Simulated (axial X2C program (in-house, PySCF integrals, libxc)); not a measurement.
# All-electron X2C curves of MoLi⁻

Aim: find the lowest determinant of MoLi⁻, scan the bond at several levels and fit the constants, once spin-free and once with spin–orbit coupling.

Method: all-electron X2C, Mo dyall-acv3z, Li dyall-av3z; program: an in-house X2C program for linear molecules on PySCF integrals.

All values are calculated.

## 1. Set-up

File task.json:

```json
{"zs": [42, 3], "q": -1, "bas": ["dyall-acv3z", "dyall-av3z"], "levels": ["PBE0", "HF", "BHandHLYP"], "cc": true, "r0": 2.71, "thr": -1.0, "nmax": 90, "npts": 10, "nst": 2, "ntry": 6}
```

Keys: zs atomic numbers; q charge; bas basis sets; levels methods (HF also brings MP2); cc coupled cluster on or off; r0 starting distance in Å; thr threshold in hartree for freezing inner shells (an s shell follows its p shell); nmax most natural virtual spinors; npts points asked for on the curve; nst determinants followed; ntry starts of the search.

Started as:

```console
$ python so2c.py task.json out
```

Spin-free means the one-electron spin-free X2C Hamiltonian; two-component (2c) means X2C with spin–orbit coupling and atomic mean-field two-electron Coulomb and Gaunt terms. Basis: Mo dyall-acv3z contracted to [12s13p10d5f3g], Li dyall-av3z contracted to [9s9p3d]; Gaussian nuclei, density fitting. Masses: Mo 97.905 u, Li 7.016 u.

Notation: σ, π±, δ± give the projection m of an orbital's angular momentum (0, ±1, ±2), α and β its spin, Λ and M_S the sums; ω is the projection of a spinor's total angular momentum and Ω the sum. Logs are in hartree.

The results follow Hamiltonian by Hamiltonian and level by level.

## 2. Search for the lowest determinant

PBE0 moves the distance from 2.710 Å to 2.996 Å and compares determinants there.

Spin-free determinants:

```tsv
ΔE (eV)	state	open shells
0.00	M_S = 3, Λ = 0	beyond closed shells: 2 × σα, π+α, π-α, δ+α, δ-α
0.17	M_S = 2, Λ = 0	beyond closed shells: π+α, π-α, δ+α, δ-α
0.59	M_S = 2, Λ = 1	beyond closed shells: σα, π+α, π+β, π-α, δ+α, δ-α
0.61	M_S = 3, Λ = 1	beyond closed shells: σα, 2 × π+α, π-α, δ+α, δ-α
1.04	M_S = 4, Λ = 1	beyond closed shells: 3 × σα, 2 × π+α, π-α, δ+α, δ-α
1.07	M_S = 4, Λ = 0	beyond closed shells: 4 × σα, π+α, π-α, δ+α, δ-α
1.38	M_S = 3, Λ = 1	beyond closed shells: 3 × σα, π+α, π+β, π-α, δ+α, δ-α
```

Two-component determinants:

```tsv
ΔE (eV)	state	open shells
0.00	Ω = 3	excess of +ω over −ω: ω = 1/2, ω = 5/2
0.17	Ω = 2	excess of +ω over −ω: ω = -1/2, ω = 5/2
0.59	Ω = 1	excess of +ω over −ω: ω = -3/2, ω = 5/2
0.62	Ω = 4	excess of +ω over −ω: ω = 3/2, ω = 5/2
1.06	Ω = 5	excess of +ω over −ω: 2 × ω = 1/2, ω = 3/2, ω = 5/2
1.07	Ω = 4	excess of +ω over −ω: 3 × ω = 1/2, ω = 5/2
1.38	Ω = 2	excess of +ω over −ω: 2 × ω = 1/2, ω = -3/2, ω = 5/2
```

## 3. PBE0, spin-free

State followed: M_S = 3, Λ = 0 (beyond closed shells: 2 × σα, π+α, π-α, δ+α, δ-α). The scan is laid around 2.996 Å, a first estimate of the minimum, and this SCF restarts from the orbitals of the search.

Output at 2.996 Å:

```text
spin-free X2C-1e  PBE0
basis functions 214  fitting functions 935  grid points 5086
iter        total energy     max residual
   1      -4055.612753842     8.79e-05
   2      -4055.612754047     5.45e-05
   3      -4055.612754199     2.73e-05
   4      -4055.612754221     1.61e-05
   5      -4055.612754236     9.74e-06
   6      -4055.612754241     6.44e-06
converged
one-electron -5646.59020870  Coulomb 1695.20534334  exact exchange -31.13209096  xc functional -95.35091427  nuclear repulsion 22.25511635
```

Along the bond, energies from the lowest point:

```
R (Å)  E (eV)  μ (D)  HOMO (eV)  LUMO (eV)  iterations
2.726  0.0473  -9.67       0.47       1.23          40
2.816  0.0189  -9.66       0.45       1.24          35
2.906  0.0039  -9.67       0.42       1.25          32
2.996  0.0000  -9.68       0.40       1.26           6
3.101  0.0060  -9.71       0.37       1.27          29
3.206  0.0203  -9.76       0.34       1.28          27
3.341  0.0477  -9.85       0.29       1.29          27
```

Dipoles are positive if Li is the positive end and refer to the centre of mass.

Outer orbitals at the reference distance:

```csv
symmetry,occupied,ε (eV),atomic character
σβ,yes,-34.26,100% Mo p
π-β,yes,-34.24,100% Mo p
π+β,yes,-34.24,100% Mo p
σα,yes,-1.78,"78% Mo d, 10% Mo s, 7% Li s"
δ+α,yes,-1.69,100% Mo d
δ-α,yes,-1.69,100% Mo d
π+α,yes,-1.66,98% Mo d
π-α,yes,-1.66,98% Mo d
σα,yes,-1.44,"55% Mo s, 19% Mo d, 13% Li s"
σβ,yes,-0.35,"42% Mo s, 38% Li s, 11% Li p"
σα,yes,0.40,"36% Li s, 29% Li p, 28% Mo p"
σα,no,1.26,"81% Li p, 9% Mo p, 6% Li s"
π+α,no,1.33,99% Li p
π-α,no,1.33,99% Li p
σα,no,1.36,"51% Li s, 36% Mo p, 11% Li p"
```

PBE0 fields in the half plane through the axis: z from -2.4 to 5.1 Å across, distance from the axis 0.15 to 2.25 Å upwards; Mo lies at z = 0 and Li at z = 2.996 Å; the ELF is damped to zero where the density is low.

log10 density (e/bohr³). Ten even steps from '0' (-3.54 ) to '9' (1.66 ):
```
00001111111111111111110000
00111122222211111111111100
01112222222222211111111111
01122233333322222211111111
11223344444332222222211111
11223445554433322222222111
11233456665433323454222211
12234567976543333676322211
```

ELF. Ten even steps from ' ' (0.01 ) to '@' (1.00 ):
```
  ..::::------------::----------==++**##%%%%%%%%%%##
..::----------------------====++++**##%%@@@@@@@@@@%%
::----====--------::----==++******####%%@@@@@@@@@@@@
--======--------::::::--==++**##**++++**%%@@@@@@@@@@
--====--------====--::::--++####--      --%%@@@@@@@@
======------++**##**==::--++##++          --@@@@@@@@
====------==##**--**##==::==##..  **@@##    %%@@@@@@
====------++##::++::##++--==**    @@@@@@::  **@@@@@@
```

Re = 2.988 Å, ωe = 210.7 cm⁻¹, ωexe = 2.99 cm⁻¹, Be = 0.2883 cm⁻¹, De = 0.906 eV, μ = -9.68 D.

## 4. HF, spin-free

The SCF at the reference distance of 2.996 Å:

```text
spin-free X2C-1e  HF
basis functions 214  fitting functions 935  grid points 5086
iter        total energy     max residual
   1      -4053.658112845     3.87e-01
   2      -4053.678607363     7.99e-03
   3      -4053.680923955     2.68e-02
   4      -4053.681554062     1.09e-02
   5      -4053.681809799     2.15e-03
   6      -4053.682023498     1.02e-02
   7      -4053.682152927     7.62e-03
   8      -4053.682213027     1.45e-03
   9      -4053.682231706     1.42e-03
  10      -4053.682236945     1.18e-03
  11      -4053.682238406     2.50e-04
  12      -4053.682238799     1.68e-04
  13      -4053.682238958     2.04e-04
  14      -4053.682239014     6.70e-05
  15      -4053.682239030     1.94e-05
  16      -4053.682239036     3.12e-05
  17      -4053.682239038     1.45e-05
  18      -4053.682239040     2.41e-06
converged
one-electron -5646.13250290  Coulomb 1694.82580773  exact exchange -124.63066021  xc functional 0.00000000  nuclear repulsion 22.25511635
```

No constants are quoted: the lowest point is the long end of the scan.

## 5. BHandHLYP, spin-free

The SCF at the reference distance of 2.996 Å:

```text
spin-free X2C-1e  BHandHLYP
basis functions 214  fitting functions 935  grid points 5086
iter        total energy     max residual
   1      -4055.913544924     1.25e-01
   2      -4055.915682139     2.73e-03
   3      -4055.915933576     2.12e-02
   4      -4055.916103202     6.50e-03
   5      -4055.916164898     2.32e-03
   6      -4055.916185876     2.42e-03
   7      -4055.916189534     6.84e-04
   8      -4055.916190102     1.08e-04
   9      -4055.916190193     1.45e-04
  10      -4055.916190217     3.90e-05
  11      -4055.916190229     2.21e-05
  12      -4055.916190236     3.50e-05
  13      -4055.916190237     1.26e-05
converged
one-electron -5646.96399386  Coulomb 1695.60212611  exact exchange -62.27878177  xc functional -64.53065707  nuclear repulsion 22.25511635
```

Re = 2.962 Å, ωe = 209.9 cm⁻¹, ωexe = 3.25 cm⁻¹, Be = 0.2935 cm⁻¹, De = 0.856 eV, μ = -9.58 D.

## 6. MP2 and beyond, spin-free

Correlated methods: 8 electrons correlated (frozen shells, counted by type: Mo 4 s, 3 p, 1 d; Li 1 s), 302 virtual spinors in MP2, 90 natural virtuals in coupled cluster.

Output of the correlated part at 2.996 Å:

```text
correlated 8  virtual 302  natural virtual 90  E(MP2) -0.114256306  MP2 remainder -0.003337215
iter   CCSD correlation   residual
   1     -0.121144281   1.46e-01
   2     -0.128305902   8.65e-02
   3     -0.130323794   4.49e-02
   4     -0.131597147   2.61e-02
   5     -0.132065453   1.13e-02
   6     -0.132074411   4.11e-03
   7     -0.132116754   1.71e-03
   8     -0.132125422   7.26e-04
   9     -0.132130409   3.64e-04
  10     -0.132132448   1.50e-04
  11     -0.132132805   6.96e-05
  12     -0.132133211   3.29e-05
  13     -0.132133316   2.10e-05
  14     -0.132133413   1.42e-05
  15     -0.132133494   8.72e-06
  16     -0.132133575   4.88e-06
  17     -0.132133613   2.35e-06
  18     -0.132133624   1.16e-06
(T) -0.007286513  T1 0.1010  D1 0.1957  max T2 0.121
```

T1 in the output is the amplitude norm over the root of the electron number; divide by √2 for the Lee–Taylor value.

MP2: No constants are quoted: the reference is strongly spin-contaminated.

CCSD: Re = 2.968 Å, ωe = 206.4 cm⁻¹, ωexe = 3.33 cm⁻¹, Be = 0.2922 cm⁻¹, De = 0.839 eV. T1 at Re = 0.071 (Lee–Taylor, the printed value over √2).

CCSD(T): Re = 2.908 Å, ωe = 228.4 cm⁻¹, Be = 0.3045 cm⁻¹, De = 0.975 eV. T1 at Re = 0.071 (Lee–Taylor, the printed value over √2).

## 7. A higher determinant, spin-free

State: M_S = 2, Λ = 0 (beyond closed shells: π+α, π-α, δ+α, δ-α).

Output at the reference distance:

```text
spin-free X2C-1e  PBE0
basis functions 214  fitting functions 935  grid points 5086
iter        total energy     max residual
   1      -4055.606532459     3.10e-05
   2      -4055.606532525     1.92e-05
   3      -4055.606532554     1.34e-05
   4      -4055.606532564     1.05e-05
   5      -4055.606532573     1.38e-05
converged
one-electron -5646.40488346  Coulomb 1695.00898725  exact exchange -31.12774687  xc functional -95.33800583  nuclear repulsion 22.25511635
```

```
R (Å)  E above the lowest PBE0 point (eV)
2.726                               0.183
2.816                               0.167
2.906                               0.163
2.996                               0.169
3.101                               0.187
3.206                               0.212
3.341                               0.252
```

Re = 2.891 Å, ωe = 237.1 cm⁻¹, Be = 0.3081 cm⁻¹, μ = -7.50 D. ⟨S²⟩ = 7.06 against 6.00 for a pure state, so this determinant mixes spins. Te = 0.16 eV.

## 8. The spin-free curves together

Energy (eV) of the followed determinant, spin-free, from each level's lowest point:

```
R (Å)   PBE0     HF  MP2 (spin-contaminated)   CCSD  CCSD(T)  BHandHLYP
2.726  0.047  0.278                    0.015  0.039    0.024      0.036
2.816  0.019  0.206                    0.002  0.014    0.006      0.012
2.906  0.004  0.148                    0.000  0.002    0.000      0.001
2.996  0.000  0.101                    0.005  0.000    0.004      0.000
3.101  0.006  0.059                    0.018  0.007    0.019      0.008
3.206  0.020  0.027                    0.036  0.022    0.040      0.024
3.341  0.048  0.000                    0.066  0.051    0.076      0.052
```

## 9. PBE0, 2c

State followed: Ω = 3 (excess of +ω over −ω: ω = 1/2, ω = 5/2). The scan is laid around 2.996 Å, a first estimate of the minimum, and this SCF restarts from the orbitals of the search.

The SCF at the reference distance of 2.996 Å:

```text
two-component X2C + atomic mean field  PBE0
basis functions 214  fitting functions 935  grid points 5086
iter        total energy     max residual
   1      -4054.008438621     6.88e-05
   2      -4054.008438621     4.41e-05
   3      -4054.008438652     1.27e-05
   4      -4054.008438655     5.45e-06
converged
one-electron -5642.30843500  Coulomb 1694.36655342  exact exchange -31.11710771  xc functional -95.30570040  nuclear repulsion 22.25511635  atomic mean-field constant -1.89886532
```

Along the bond, energies from the lowest point:

```
R (Å)  E (eV)  μ (D)  HOMO (eV)  LUMO (eV)  iterations
2.726  0.0469  -9.67       0.47       1.24          42
2.816  0.0187  -9.67       0.45       1.25          40
2.906  0.0038  -9.67       0.42       1.26          32
2.996  0.0000  -9.68       0.40       1.27           4
3.101  0.0060  -9.71       0.37       1.28          29
3.206  0.0204  -9.76       0.34       1.29          27
3.341  0.0478  -9.85       0.29       1.29          27
```

Dipoles are positive if Li is the positive end and refer to the centre of mass.

Outer spinors at the reference distance:

```csv
ω,occupied,ε (eV),atomic character,λ mixture
1/2,yes,-34.64,100% Mo p,"90% π, 10% σ"
-1/2,yes,-33.95,100% Mo p,"95% σ, 5% π"
-3/2,yes,-33.38,100% Mo p,100% π
1/2,yes,-1.78,"79% Mo d, 10% Mo s, 7% Li s",100% σ
-3/2,yes,-1.77,100% Mo d,100% δ
-1/2,yes,-1.70,98% Mo d,100% π
3/2,yes,-1.62,98% Mo d,100% π
5/2,yes,-1.61,100% Mo d,100% δ
1/2,yes,-1.44,"56% Mo s, 19% Mo d, 14% Li s",100% σ
-1/2,yes,-0.35,"42% Mo s, 38% Li s, 11% Li p",100% σ
1/2,yes,0.40,"36% Li s, 29% Li p, 28% Mo p",100% σ
1/2,no,1.27,"84% Li p, 8% Mo p, 4% Li s",100% σ
-1/2,no,1.33,99% Li p,100% π
3/2,no,1.33,99% Li p,100% π
1/2,no,1.36,"52% Li s, 37% Mo p, 9% Li p",100% σ
```

PBE0 fields in the half plane through the axis: z from -2.4 to 5.1 Å across, distance from the axis 0.15 to 2.25 Å upwards; Mo lies at z = 0 and Li at z = 2.996 Å; the ELF is damped to zero where the density is low.

log10 density (e/bohr³). Ten even steps from ' ' (-3.54 ) to '@' (1.66 ):
```
        ....................................        
    ........::::::::::::........................    
  ......::::::::::::::::::::::......................
  ....::::::------------::::::::::::................
....::::----==========----::::::::::::::::..........
....::::--====++++++====------::::::::::::::::......
....::----==++******++==------::--==++==::::::::....
..::::--==++**##@@##**++==--------**##**--::::::....
```

ELF. Ten even steps from ' ' (0.01 ) to '@' (1.00 ):
```
  ..::::------------::----------==++**##%%%%%%%%%%##
..::----------------------====++++**##%%@@@@@@@@@@%%
::----====--------::----==++******####%%@@@@@@@@@@@@
--======--------::::::--==++**##**++++**%%@@@@@@@@@@
--====--------====--::::--++####--      --%%@@@@@@@@
======------++**##**==::--++##++          --@@@@@@@@
====------==##**--**##==::==##..  **@@##    %%@@@@@@
====------++##::++::##++--==**    @@@@@@::  **@@@@@@
```

Re = 2.988 Å, ωe = 210.5 cm⁻¹, ωexe = 3 cm⁻¹, Be = 0.2885 cm⁻¹, De = 0.906 eV, μ = -9.68 D.

## 10. HF, 2c

Output at 2.996 Å:

```text
two-component X2C + atomic mean field  HF
basis functions 214  fitting functions 935  grid points 5086
iter        total energy     max residual
   1      -4052.054061383     3.86e-01
   2      -4052.074561991     7.56e-03
   3      -4052.076886106     2.68e-02
   4      -4052.077523434     1.09e-02
   5      -4052.077785512     2.17e-03
   6      -4052.078004623     1.03e-02
   7      -4052.078137012     7.68e-03
   8      -4052.078199147     1.45e-03
   9      -4052.078219283     1.50e-03
  10      -4052.078225856     1.33e-03
  11      -4052.078228518     3.09e-04
  12      -4052.078230050     3.99e-04
  13      -4052.078231619     7.51e-04
  14      -4052.078233264     6.28e-04
  15      -4052.078234962     1.69e-04
  16      -4052.078236588     3.12e-04
  17      -4052.078237932     5.03e-04
  18      -4052.078238703     3.18e-04
  19      -4052.078238987     5.65e-05
  20      -4052.078239077     6.28e-05
  21      -4052.078239114     6.89e-05
  22      -4052.078239133     2.78e-05
  23      -4052.078239140     6.90e-06
  24      -4052.078239143     1.35e-05
  25      -4052.078239143     6.70e-06
  26      -4052.078239144     8.66e-07
converged
one-electron -5641.84967751  Coulomb 1693.98598728  exact exchange -124.57079994  xc functional 0.00000000  nuclear repulsion 22.25511635  atomic mean-field constant -1.89886532
```

No constants are quoted: the lowest point is the long end of the scan.

## 11. BHandHLYP, 2c

Output at 2.996 Å:

```text
two-component X2C + atomic mean field  BHandHLYP
basis functions 214  fitting functions 935  grid points 5086
iter        total energy     max residual
   1      -4054.309221392     1.25e-01
   2      -4054.311364473     2.76e-03
   3      -4054.311619444     2.13e-02
   4      -4054.311791077     6.58e-03
   5      -4054.311853513     2.31e-03
   6      -4054.311874288     2.39e-03
   7      -4054.311877886     6.70e-04
   8      -4054.311878456     1.12e-04
   9      -4054.311878553     1.45e-04
  10      -4054.311878578     3.93e-05
  11      -4054.311878592     2.88e-05
  12      -4054.311878598     3.48e-05
  13      -4054.311878600     9.56e-06
converged
one-electron -5642.68293817  Coulomb 1694.76392886  exact exchange -62.24873424  xc functional -64.50038607  nuclear repulsion 22.25511635  atomic mean-field constant -1.89886532
```

Re = 2.961 Å, ωe = 209.6 cm⁻¹, ωexe = 3.25 cm⁻¹, Be = 0.2937 cm⁻¹, De = 0.856 eV, μ = -9.58 D.

## 12. Correlated methods, 2c

Correlated methods: 8 electrons correlated (frozen shells, counted by type: Mo 4 s, 3 p, 1 d; Li 1 s), 302 virtual spinors in MP2, 90 natural virtuals in coupled cluster.

Output of the correlated part at 2.996 Å:

```text
correlated 8  virtual 302  natural virtual 90  E(MP2) -0.114199726  MP2 remainder -0.003337743
iter   CCSD correlation   residual
   1     -0.121070387   1.46e-01
   2     -0.128197338   8.63e-02
   3     -0.130202942   4.48e-02
   4     -0.131476766   2.61e-02
   5     -0.131944549   1.13e-02
   6     -0.131955580   4.17e-03
   7     -0.131998256   1.79e-03
   8     -0.132006911   8.11e-04
   9     -0.132012113   4.34e-04
  10     -0.132013840   2.00e-04
  11     -0.132014002   1.08e-04
  12     -0.132014387   5.74e-05
  13     -0.132014438   3.40e-05
  14     -0.132014526   1.99e-05
  15     -0.132014656   1.16e-05
  16     -0.132014823   6.88e-06
  17     -0.132014921   3.56e-06
  18     -0.132014967   2.01e-06
  19     -0.132014985   1.20e-06
(T) -0.007270904  T1 0.1008  D1 0.1975  max T2 0.088
```

MP2: No constants are quoted: the reference is strongly spin-contaminated.

CCSD: No constants are quoted: the points don't follow one smooth fit.

CCSD(T): No constants are quoted: the points don't follow one smooth fit.

## 13. A higher determinant, 2c

State: Ω = 2 (excess of +ω over −ω: ω = -1/2, ω = 5/2).

Output at the reference distance:

```text
two-component X2C + atomic mean field  PBE0
basis functions 214  fitting functions 935  grid points 5086
iter        total energy     max residual
   1      -4054.002221973     7.31e-05
   2      -4054.002221988     1.44e-05
   3      -4054.002222003     6.07e-05
   4      -4054.002222005     1.24e-05
converged
one-electron -5642.12632041  Coulomb 1694.17349619  exact exchange -31.11278388  xc functional -95.29286493  nuclear repulsion 22.25511635  atomic mean-field constant -1.89886532
```

```
R (Å)  E above the lowest PBE0 point (eV)
2.726                               0.183
2.816                               0.166
2.906                               0.162
2.996                               0.169
3.101                               0.187
3.206                               0.212
3.341                               0.251
```

Re = 2.890 Å, ωe = 236.9 cm⁻¹, Be = 0.3083 cm⁻¹, μ = -7.51 D. Te = 0.16 eV.

## 14. The 2c curves together

Energy (eV) of the followed determinant, 2c, from each level's lowest point:

```
R (Å)   PBE0     HF  MP2 (spin-contaminated)   CCSD  CCSD(T)  BHandHLYP
2.726  0.047  0.255                    0.144  0.093    0.070      0.036
2.816  0.019  0.199                    0.050  0.038    0.024      0.012
2.906  0.004  0.146                    0.000  0.004    0.000      0.001
2.996  0.000  0.100                    0.003  0.000    0.003      0.000
3.101  0.006  0.058                    0.015  0.007    0.017      0.008
3.206  0.020  0.027                    0.033  0.023    0.040      0.024
3.341  0.048  0.000                    0.063  0.051    0.076      0.052
```

Time for the job: 4.6 min (1 thread of Arm Neoverse V1, shared host); peak memory 0.59 GiB.

## 15. What came out

Lowest determinant that the search found at its distance, spin-free: M_S = 3, Λ = 0 (beyond closed shells: 2 × σα, π+α, π-α, δ+α, δ-α).

Lowest determinant that the search found at its distance, 2c: Ω = 3 (excess of +ω over −ω: ω = 1/2, ω = 5/2).

```csv
Hamiltonian,level,Re (Å),ωe (cm⁻¹),De (eV)
spin-free,PBE0,2.988,210.7,0.906
spin-free,CCSD,2.968,206.4,0.839
spin-free,CCSD(T),2.908,228.4,0.975
spin-free,BHandHLYP,2.962,209.9,0.856
2c,PBE0,2.988,210.5,0.906
2c,BHandHLYP,2.961,209.6,0.856
```

No constants: spin-free HF (the lowest point is the long end of the scan); spin-free MP2 (the reference is strongly spin-contaminated); 2c HF (the lowest point is the long end of the scan); 2c MP2 (the reference is strongly spin-contaminated); 2c CCSD (the points don't follow one smooth fit); 2c CCSD(T) (the points don't follow one smooth fit).

Time per point (s) on 1 thread of Arm Neoverse V1, shared host (2c runs); the times are rough: PBE0 2.2, BHandHLYP 2.4.

In words: At PBE0, going from spin-free to two-component changes Re by -1 mÅ, ωe by -0.1 %; the spin-free picture holds up (part of it comes from the scalar share of the two-electron terms). De moves by 0.00 eV; both De rest on single-determinant atoms, which can miss part of an open shell's spin–orbit lowering. The highest occupied level is positive at the mean-field levels quoted, but negative in the Hartree–Fock runs, so self-interaction plays a part.

De refers to Mo + Li-; at BHandHLYP, spin-free, to Mo- + Li; at BHandHLYP, two-component, to Mo- + Li, each in the lowest determinant found, which need not be this curve's own limit. The state is a single determinant with fixed occupations, the lowest that a limited PBE0 search found. Dissociation energies refer to the lowest single-determinant-based atoms at the same level and basis. Density functionals use the spin component along the axis (collinear). Coupled cluster ran in a truncated set of natural virtual spinors; the MP2 energy of the rest was added. With several unpaired electrons one determinant need not be a pure state. The spin-free determinant is spin-contaminated at some levels. With the outer-core shells frozen, correlated bond lengths of heavy atoms tend to come out a few hundredths of an ångström too long. T1 at Re is 0.071 (Lee–Taylor), above the customary mark of 0.02.
